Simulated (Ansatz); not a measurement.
# SnH3Se+: one structure at several levels

An exercise on one series of results from a longer session: the logs are not shown, and one member is left open.

Program: Ansatz 0.2.0, Gaussian basis. Level of theory: single points in def2-TZVPP. These are calculated values, not measurements.

Correlated methods freeze the cores. Filled d shells of the heavier atoms are correlated. Core potentials replace the inner electrons past krypton, and spin-orbit coupling is left out.

## Where the work starts

SMILES `[SeH][SnH2+]`, 5 atoms, charge 1, spin multiplicity 1.

Atoms are counted from 1 here; the program's logs count them from 0.

Bond lengths: Se1–Sn2 2.199 Å, Se1–H3 1.525 Å, Sn2–H4 1.958 Å, Sn2–H5 1.931 Å. Angles: Sn2–Se1–H3 94.7°, Se1–Sn2–H4 132.0°, Se1–Sn2–H5 126.8°, H4–Sn2–H5 101.1°.

Geometry (Å):

```xyz
5
charge 1, multiplicity 1
Se    1.1715   -1.2400    0.6411
Sn    0.0520    0.3282   -0.4183
H     0.0418   -1.5663    1.6115
H    -1.0299    0.2910   -2.0493
H    -0.0071    2.2071    0.0250
```

The first run:

The input, run/in.yaml:

```yaml
crystal:
  periodic: [false, false, false]
  atoms:
    - {symbol: Se, position_ang: [1.171500, -1.240000, 0.641100]}
    - {symbol: Sn, position_ang: [0.052000, 0.328200, -0.418300]}
    - {symbol: H, position_ang: [0.041800, -1.566300, 1.611500]}
    - {symbol: H, position_ang: [-1.029900, 0.291000, -2.049300]}
    - {symbol: H, position_ang: [-0.007100, 2.207100, 0.025000]}
basis:
  gaussian: {orbitals: def2-TZVPP}
total_charge: 1
correlation: {method: ccsd_t}
output: {forces: true}
```

The command line of these runs was not kept.

Among the steps run: CCSD(T)/def2-TZVPP; PBE0-D4/def2-TZVPP; wB97M-V/def2-TZVPP; r2SCAN-D4/def2-TZVPP; PBE-D4/def2-TZVPP; HSE06-D4/def2-TZVPP; r2SCAN0-D4/def2-TZVPP.

One table of the session follows, with a row left open; its other results are not shown here.

| method | RMS force component (eV/Å) | angle to CCSD(T) forces (°) |
| --- | --- | --- |
| CCSD(T) | 2.945 | reference |
| PBE0-D4 | 2.875 | 0.6 |
| wB97M-V | 2.939 | 1.2 |
| r2SCAN-D4 | ? | ? |
| PBE-D4 | 2.843 | 3.7 |
| HSE06-D4 | 2.873 | 0.6 |
| r2SCAN0-D4 | 2.879 | 1.3 |

Q: Estimate the row for r2SCAN-D4 from the others.

As computed: RMS force component (eV/Å): 2.846; angle to CCSD(T) forces (°): 0.7. In the column «RMS force component (eV/Å)» it lies between PBE-D4 (2.843) and HSE06-D4 (2.873).
